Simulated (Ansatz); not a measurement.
# GeH7P: the cost of one run

Program: Ansatz 0.2.0. Level of theory: RKS PBE0/def2-SVP. These are calculated values, not measurements.

1 further run of the same task is left out (it didn't finish).

## (1) The structure to begin with

Bond lengths: Ge1–H3 1.550 Å, Ge1–H4 1.549 Å, Ge1–H5 1.549 Å, Ge1–P6 2.570 Å, P6–H7 1.420 Å, P6–H8 1.420 Å. Angles: H3–Ge1–H4 109.5°, H3–Ge1–H5 109.5°, H3–Ge1–P6 178.9°, H4–Ge1–H5 109.5°, H4–Ge1–P6 70.0°, H5–Ge1–P6 70.0°, Ge1–P6–H7 109.5°, Ge1–P6–H8 109.5°, H7–P6–H8 109.4°.

Structure file:

```xyz
9

Ge    0.0000    0.0000    0.0000
H     0.0000    0.0000    1.9000
H     1.4616    0.0000   -0.5162
H    -0.7300    1.2648   -0.5162
H    -0.7300   -1.2648   -0.5162
P    -2.4389    0.0000    0.8104
H    -3.2053   -0.8853    0.0071
H    -2.4887   -0.4268    2.1638
H    -0.9745    0.0000    1.9571
```

## (2) A restrained relaxation towards end A

Springs on the bonds that form and break draw the guess towards this end; the thresholds are loose.

Contents of input.yaml:

```yaml
crystal:
  periodic: [false, false, false]
  atoms:
    - { symbol: Ge, position_ang: [0.0, 0.0, 0.0] }
    - { symbol: H, position_ang: [0.0, 0.0, 1.9] }
    - { symbol: H, position_ang: [1.4616, 0.0, -0.5162] }
    - { symbol: H, position_ang: [-0.73, 1.2648, -0.5162] }
    - { symbol: H, position_ang: [-0.73, -1.2648, -0.5162] }
    - { symbol: P, position_ang: [-2.4389, 0.0, 0.8104] }
    - { symbol: H, position_ang: [-3.2053, -0.8853, 0.0071] }
    - { symbol: H, position_ang: [-2.4887, -0.4268, 2.1638] }
    - { symbol: H, position_ang: [-0.9745, 0.0, 1.9571] }
basis:
  gaussian: { orbitals: def2-SVP }
hamiltonian:
  xc: pbe0
relax:
  f_tol: 0.15
  max_steps: 25
  restrain:
    - { distance: [0, 5], at: 3.47, k: 30.0 }
    - { distance: [8, 1], at: 1.86, k: 30.0 }
    - { distance: [0, 1], at: 1.55, k: 30.0 }
    - { distance: [8, 5], at: 1.42, k: 30.0 }
```

The run is started by

```sh
$ ansatz run input.yaml --threads 2 --pin off --max-ram 3072MiB --backend cpu --events-out ev --progress --plain --runs-dir out
```

What time and memory should one allow on 2 threads of Arm Neoverse V2, shared host?

About 15 s, with a peak of 0.17 GiB.
